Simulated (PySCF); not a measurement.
# A diatomic session: MgI+

Aim: find the lowest electronic state of MgI+, scan its bond at several levels of theory, and get bond length, wavenumber and dissociation energy from each curve.

Computed with PySCF 2.14.0. Level: Mg aug-cc-pVDZ, I aug-cc-pVDZ-PP with ECP28, scalar-relativistic core potentials.

### 1 Input

The job is set up so:

| Property | Result |
| --- | --- |
| atoms | Mg, I |
| charge | 1 |
| basis | Mg aug-cc-pVDZ, I aug-cc-pVDZ-PP with ECP28 |
| Hamiltonian | scalar-relativistic core potentials |
| basis functions | 59 |
| electrons treated | 36 |
| masses in u | 23.9850, 126.9045 |
| levels | PBE0, PBE, r²SCAN, r²SCAN0, BHandHLYP, B2PLYP, CAM-B3LYP, HF, MP2, SCS-MP2, CCSD, CCSD(T) |
| grid | 80 radial by 434 angular points |
| occupations | held fixed by the projection of orbital angular momentum |
| dissociation limit | Mg+ + I, each in its ground configuration |
| starting distance in angstrom | 2.765 |
| values of 2S to try | 0, 2 |

The run is started by

```bash
$ OMP_NUM_THREADS=1 python dia.py task.json out
```

The runs that follow: The PBE0 curve of the state that the search chose; Excited determinants; PBE; r²SCAN; r²SCAN0; BHandHLYP (global hybrid GGA); B2PLYP; CAM-B3LYP (range-separated hybrid); RHF (mean field); Adding correlation.

Q: Predict the outcome of this session. Wanted: for each run, Re; ωe; De; μ.

The runs gave:

Lowest PBE0 solution found, without spin–orbit coupling: ¹Σ⁺ (singlet), closed shell. State 2 has its PBE0 minimum 1.56 eV higher. State 3 has its PBE0 minimum 1.60 eV higher, as a spin-mixed determinant (⟨S²⟩ = 1.00), so this is no gap between pure states. The other levels ran on the lowest alone.

```csv
level,Re (Å),ωe (cm⁻¹),De (eV),μ (D)
RHF,2.481,388,1.23,-13.09
RHF-MP2,2.489,384,2.23,n/a
RHF-SCS-MP2,2.492,380,2.16,n/a
RHF-CCSD,2.493,378,2.15,n/a
RHF-CCSD(T),2.496,376,2.23,n/a
PBE,2.496,363,2.43,-11.39
r²SCAN,2.475,381,2.34,-12.10
PBE0,2.476,379,2.32,-11.90
r²SCAN0,2.466,389,2.26,-12.34
BHandHLYP,2.472,382,2.10,-12.14
CAM-B3LYP,2.469,382,2.17,-11.94
B2PLYP,2.487,374,2.23,-12.26
```

De is counted to Mg+ + I in their ground configurations. A positive dipole points from Mg to I; in an ion it is taken about the centre of mass and does not tell which atom is negative.

Differences from CCSD(T) in the same basis:

```csv
level,Re (mÅ),ωe (%)
RHF,-15,+3.1
RHF-MP2,-7,+2.2
RHF-SCS-MP2,-4,+1.1
RHF-CCSD,-3,+0.6
PBE,0,-3.6
r²SCAN,-21,+1.3
PBE0,-20,+0.7
r²SCAN0,-30,+3.4
BHandHLYP,-24,+1.6
CAM-B3LYP,-27,+1.5
B2PLYP,-9,-0.6
```

Against CCSD(T) in the same basis, the bond length is nearest at PBE (0 mÅ) and farthest at r²SCAN0 (-30 mÅ); the wavenumber is nearest at RHF-CCSD and B2PLYP (0.6 % off) and farthest at PBE (-3.6 %). Hartree–Fock falls on the short and stiff side, its usual fault. CCSD(T) in a basis this small is itself some way from its limit, more so than the functionals. Of the levels with a De here, RHF gives the least (1.23 eV) and PBE the most (2.43 eV).

Correlated steps freeze 5 core orbitals. These are scalar-relativistic numbers at best; spin–orbit coupling would shift them, the dissociation energy most. B2PLYP dipoles, levels and charges come from its SCF part alone.
